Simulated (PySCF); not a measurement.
**CsB: bond curves at several levels of theory**

What are the lowest state that PBE0 finds, the bond length, vibrational wavenumber and bond energy of CsB, and how much do these hang on the method?

Program: PySCF 2.14.0. Level of theory: Cs def2-SVP with ECP46, B def2-SVP, scalar-relativistic core potentials. These are calculated values, not measurements.

## Step 1: Set-up

A driver script around PySCF takes these settings:

```json
{"atoms": "Cs, B", "charge": "0", "basis": "Cs def2-SVP with ECP46, B def2-SVP", "Hamiltonian": "scalar-relativistic core potentials", "basis functions": "38", "electrons treated": "14", "masses in u": "132.9054, 11.0093", "levels": "PBE0, PBE, r²SCAN, BLYP, r²SCANh, r²SCAN0, CAM-B3LYP, HF, MP2, SCS-MP2, CCSD, CCSD(T)", "grid": "80 radial by 434 angular points", "occupations": "held fixed by the projection of orbital angular momentum", "dissociation limit": "Cs + B, each in its ground configuration", "starting distance in angstrom": "3.020", "values of 2S to try": "0, 2"}
```

On the command line:

```bash
> OMP_NUM_THREADS=1 python dia.py task.json out
```

The runs that follow: First curve: PBE0; Excited determinants; PBE (GGA); r²SCAN (meta-GGA); BLYP (GGA); r²SCANh; r²SCAN0; CAM-B3LYP (range-separated hybrid); UHF (mean field); MP2 and coupled cluster.

What does the calculation give? Wanted: for each run, Re; ωe; De; μ.

**Answer**, as computed:

Lowest PBE0 solution found, without spin–orbit coupling: ³Π (triplet), unpaired electrons σ ↑, π ↑. State 2 has its PBE0 minimum 0.08 eV higher. State 3 has its PBE0 minimum 0.22 eV higher, as a spin-mixed determinant (⟨S²⟩ = 1.01), so this is no gap between pure states. State 4 has its PBE0 minimum 0.32 eV higher, as a spin-mixed determinant (⟨S²⟩ = 1.00), so this is no gap between pure states. The other levels ran on the lowest alone.

```
      level  Re (Å)  ωe (cm⁻¹)  De (eV)   μ (D)
        UHF   3.251      244.8    0.360  -11.45
    UHF-MP2   3.194      245.6     0.53     n/a
UHF-SCS-MP2   3.198      246.4    0.447     n/a
   UHF-CCSD   3.211      231.4    0.460     n/a
UHF-CCSD(T)   3.216      226.8    0.498     n/a
        PBE   3.199      218.1     1.11   -6.98
       BLYP   3.265      201.0     0.91   -6.48
     r²SCAN   3.199      228.9     1.15   -8.15
    r²SCANh   3.190      232.8     1.10   -8.58
       PBE0   3.176      231.6     1.00   -8.35
    r²SCAN0   3.177      239.2     1.02   -9.22
  CAM-B3LYP   3.180      237.8     0.80   -9.29
```

De is counted to Cs + B in their ground configurations. A positive dipole means Cs(−)B(+).

Bond lengths run from 3.176 Å (PBE0) to 3.265 Å (BLYP). Among the levels with a De in the table, it runs from 0.360 eV (UHF) to 1.15 eV (r²SCAN).

Correlated steps freeze 1 core orbital. These are scalar-relativistic numbers at best; spin–orbit coupling would shift them, the dissociation energy most. T1 is 0.039 near the minimum (highest on the curve 0.055), which may point to more than one leading configuration. With spin–orbit coupling the term label itself may not hold.
